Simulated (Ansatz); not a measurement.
Input of an Ansatz 0.2.0 run:

The input input.yaml:

```yaml
crystal:
  lattice:
    - [0.0, 2.61224989, 2.61224989]
    - [2.61224989, 0.0, 2.61224989]
    - [2.61224989, 2.61224989, 0.0]
  atoms:
    - { symbol: Mn, position: [0.0, 0.0, 0.0], spin: 4.52, spin_axis: [-1.642, -4.205, -0.22] }
    - { symbol: S, position: [0.5, 0.5, 0.5] }
hamiltonian:
  xc: pbe
  pseudopotentials: { kind: paw_fr }
  hubbard: { sites: [{ species: Mn, l: d, u_eff: 3.0 }] }
magnetization:
  noncollinear: true
  spin_orbit: true
kpoints:
  mp_grid: { grid: [6, 6, 6] }
scf:
  occupations: { method: gaussian, width: 0.05 }
output:
  forces: true
  stress: true
  eigenvalues: true
```

Potentials or basis: Ansatz PAW.

Run with:

```bash
$ ansatz run input.yaml --threads 2 --pin off --max-ram 5632MiB --backend cpu --events-out ev --progress --plain --runs-dir out
```

Problem. Predict the pressure.

Solution. 3.3 GPa.

Problem. What does it give for the band gap on the k mesh?

Solution. 0.50 eV, indirect (least direct gap 2.17 eV).

Caveat: moments are unreliable in this version under spin-orbit coupling with a hybrid or U, so they aren't listed; the magnetic or orbital state may not be the lowest; the thresholds are loose for stress. A k mesh can miss the band edges.
